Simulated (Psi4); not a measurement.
# AlSbH3F (SMILES [F][AlH][SbH2]) at r2SCAN/def2-SVP (core potential)

What is the energy change on altering one bond length of AlSbH3F at r2SCAN/def2-SVP (core potential)? 

Program for the calculation: Psi4 1.11.

### Step 1. The structure to begin with

The species is AlSbH3F (6 atoms), meant as a singlet with charge 0. SMILES: `[F][AlH][SbH2]`. The coordinates come from a PBE0-D4/def2-TZVP relaxation. This is one conformer, not always the lowest.

Bond lengths: F1–Al2 1.653 Å, Al2–Sb3 2.636 Å, Al2–H4 1.582 Å, Sb3–H5 1.710 Å, Sb3–H6 1.709 Å. Angles: F1–Al2–Sb3 116.3°, F1–Al2–H4 116.4°, Sb3–Al2–H4 127.3°, Al2–Sb3–H5 88.3°, Al2–Sb3–H6 87.8°, H5–Sb3–H6 91.6°.

### Step 2. Energy and gradient at r2SCAN/def2-SVP (core potential)

alfh3sb.py

```python
import psi4

psi4.set_memory('2200 MB')
psi4.set_num_threads(1)
psi4.set_output_file('run.log', False)

geom = psi4.geometry("""
0 1
F     -1.114600    -1.632400     1.262300
Al    -0.336100    -1.039300    -0.069800
Sb     1.279900     1.003700     0.334800
H     -0.594800    -1.800700    -1.431700
H      0.842100     1.592000    -1.209900
H     -0.034400     1.812900     1.068100
symmetry c1
no_reorient
no_com
""")

psi4.set_options({
    'basis': 'def2-SVP',
    'puream': True,
    'e_convergence': 1e-09,
    'd_convergence': 1e-08,
    'scf_type': 'pk',
    'dft_radial_points': 99,
    'dft_spherical_points': 590,
})

energy_value, wavefunction = psi4.gradient('R2SCAN', return_wfn=True)
psi4.oeprop(wavefunction, 'WIBERG_LOWDIN_INDICES', 'MAYER_INDICES', 'DIPOLE')
print('gradient / Eh bohr^-1')
print(energy_value.np.round(6))
print(f'energy = {wavefunction.energy():.10f} Eh')
```

Run with:

```bash
$ python alfh3sb.py
```

run.log:

```text
[...]
    !!!  WARNING: ECP capability is in beta. Please check occupations closely.  !!!
[...]
  Running in c1 symmetry.
[...]
  Nuclear repulsion =  158.063166342933670
[...]
  Multiplicity = 1
[...]
  Nalpha       = 24
  Nbeta        = 24
[...]
    Number of basis functions: 73
[...]
   @RKS iter   1:  -584.08144408849000   -1.83989e+00   8.19862e-03 ADIIS/DIIS
[...]
   @RKS iter  12:  -584.25330216813074   -2.50111e-12   5.64398e-09 DIIS
[...]
    Orbital Energies [Eh]
    ---------------------
    Doubly Occupied:
       1A    -55.784733     2A    -24.456753     3A     -5.650914
       4A     -4.100329     5A     -3.878198     6A     -3.875775
       7A     -3.873113     8A     -2.645447     9A     -2.638943
      10A     -2.636283    11A     -1.239798    12A     -1.238155
      13A     -1.235884    14A     -1.234411    15A     -1.232976
      16A     -1.079169    17A     -0.548366    18A     -0.417141
      19A     -0.365321    20A     -0.363654    21A     -0.335567
      22A     -0.324761    23A     -0.280591    24A     -0.235193
[...]
  @RKS Final Energy:  -584.25330216813074
   => Energetics <=
    Nuclear Repulsion Energy =            158.0631663429336697
    One-Electron Energy =               -1213.7281311221752276
    Two-Electron Energy =                 521.0878153175131047
    DFT Exchange-Correlation Energy =     -49.6761527064023554
    Empirical Dispersion Energy =           0.0000000000000000
    VV10 Nonlocal Energy =                  0.0000000000000000
    Total Energy =                       -584.2533021681307446
[...]
  -Total Gradient:
     Atom            X                  Y                   Z
    ------   -----------------  -----------------  -----------------
       1        0.005423724785     0.004250464264    -0.008813070375
       2       -0.005592529272    -0.005028196207     0.007823345727
       3       -0.003026900326     0.002232941242    -0.000986606258
       4        0.000200805034     0.000661013889     0.000772053084
       5        0.000723170178    -0.001047342538     0.002013757418
       6        0.001995817293    -0.001164738195    -0.000859058373
[...]
 Multipole Moments:
 ------------------------------------------------------------------------------------
     Multipole            Electronic (a.u.)      Nuclear  (a.u.)        Total (a.u.)
 ------------------------------------------------------------------------------------
 L = 1.  Multiply by 2.5417464519 to convert [e a0] to [Debye]
 Dipole X            :        -28.5811071           28.8181344            0.2370273
 Dipole Y            :          6.8101774           -6.6389858            0.1711916
 Dipole Z            :        -31.6722781           31.3320371           -0.3402410
 Magnitude           :                                                    0.4486117
[...]
```

On the terminal:

```text
gradient / Eh bohr^-1
[[ 0.005424  0.00425  -0.008813]
 [-0.005593 -0.005028  0.007823]
 [-0.003027  0.002233 -0.000987]
 [ 0.000201  0.000661  0.000772]
 [ 0.000723 -0.001047  0.002014]
 [ 0.001996 -0.001165 -0.000859]]
energy = -584.2533021681 Eh
```

It took 54 s on 1 thread of Intel Xeon at 2.50GHz (Skylake/Cascade Lake), shared host; peak memory 1.6 GiB.

### Step 3. The distorted shape: the energy at r2SCAN/def2-SVP (core potential)

calc.inp

```
memory 2200 MB

molecule m {
  0 1
  F     -0.907634    -1.023262     2.351853
  Al    -0.129134    -0.430162     1.019753
  Sb     1.486866     1.612838     1.424353
  H     -0.594800    -1.800700    -1.431700
  H      1.049066     2.201138    -0.120347
  H      0.172566     2.422038     2.157653
  symmetry c1
}

set globals {
  basis                def2-SVP
  puream               true
  e_convergence        1e-09
  d_convergence        1e-08
  scf_type             pk
  dft_radial_points    99
  dft_spherical_points 590
}

energy_value, wavefunction = energy("r2scan", return_wfn=True)
oeprop(wavefunction, "MULLIKEN_CHARGES", "MAYER_INDICES", "LOWDIN_CHARGES", title="R2SCAN")
print_variables()
```

Run with:

```bash
$ psi4 -n 1 calc.inp calc.out
```

calc.out, shortened:

```text
[...]
    !!!  WARNING: ECP capability is in beta. Please check occupations closely.  !!!
[...]
  Running in c1 symmetry.
[...]
  Nuclear repulsion =  154.855924220263887
[...]
  Multiplicity = 1
[...]
  Nalpha       = 24
  Nbeta        = 24
[...]
    Number of basis functions: 73
[...]
   @RKS iter   1:  -583.96180519611278   -1.82381e+00   8.37626e-03 ADIIS/DIIS
[...]
   @RKS iter  13:  -584.15144599183407   -3.85398e-11   9.95446e-09 DIIS
[...]
  @RKS Final Energy:  -584.15144599183407
   => Energetics <=
    Nuclear Repulsion Energy =            154.8559242202638870
    One-Electron Energy =               -1206.2129749020227791
    Two-Electron Energy =                 516.7337047047041096
    DFT Exchange-Correlation Energy =     -49.5281000147792554
    Empirical Dispersion Energy =           0.0000000000000000
    VV10 Nonlocal Energy =                  0.0000000000000000
    Total Energy =                       -584.1514459918340663
[...]
 Multipole Moments:
 ------------------------------------------------------------------------------------
     Multipole            Electronic (a.u.)      Nuclear  (a.u.)        Total (a.u.)
 ------------------------------------------------------------------------------------
 L = 1.  Multiply by 2.5417464519 to convert [e a0] to [Debye]
 Dipole X            :         38.6624239          -38.0422295            0.6201944
 Dipole Y            :         42.5121247          -41.5830138            0.9291110
 Dipole Z            :          3.1885371           -2.7015019            0.4870352
 Magnitude           :                                                    1.2186433
[...]
  Mulliken Charges: (a.u.)
   Center  Symbol    Alpha    Beta     Spin     Total
       1     F     4.69113  4.69113  0.00000 -0.38226
       2    AL     6.18654  6.18654  0.00000  0.62693
       3    SB    11.50998 11.50998  0.00000 -0.01996
       4     H     0.59219  0.59219  0.00000 -0.18438
       5     H     0.50931  0.50931  0.00000 -0.01862
       6     H     0.51085  0.51085  0.00000 -0.02171
   Total alpha = 24.00000, Total beta = 24.00000, Total charge =  0.00000
  Lowdin Charges: (a.u.)
   Center  Symbol    Alpha    Beta     Spin     Total
[...]
```

Wall time 38 s (1 thread of Intel Xeon at 2.50GHz (Skylake/Cascade Lake), shared host); peak memory 1.6 GiB.

### Step 4. Results

At r2SCAN/def2-SVP (core potential):

| quantity | value |
| --- | --- |
| first shape: total energy | -584.25330 Eh |
| first shape: dipole moment | 1.14 D |
| first shape: HOMO energy | -6.40 eV |
| first shape: LUMO energy | -1.87 eV |
| first shape: HOMO–LUMO gap | 4.53 eV |
| first shape: largest force on an atom | 0.575 eV/Å |
| distorted shape: total energy | -584.15145 Eh |
| distorted shape: dipole moment | 3.10 D |
| distorted shape: HOMO energy | -5.82 eV |
| distorted shape: LUMO energy | -3.37 eV |
| distorted shape: HOMO–LUMO gap | 2.44 eV |
| energy change with the Al2–H4 bond stretched from 1.582 to 2.847 Å | 2.772 eV |

With the Al2–H4 bond stretched from 1.582 to 2.847 Å the energy rises by 2.77 eV (64 kcal/mol). The first shape isn't relaxed at this level, so the change isn't measured from a minimum. The largest force (first shape) is 0.58 eV/Å: the shape isn't a stationary point for this species at this level. Mulliken charges (distorted shape) run from -0.38 on F1 to +0.63 on Al2.
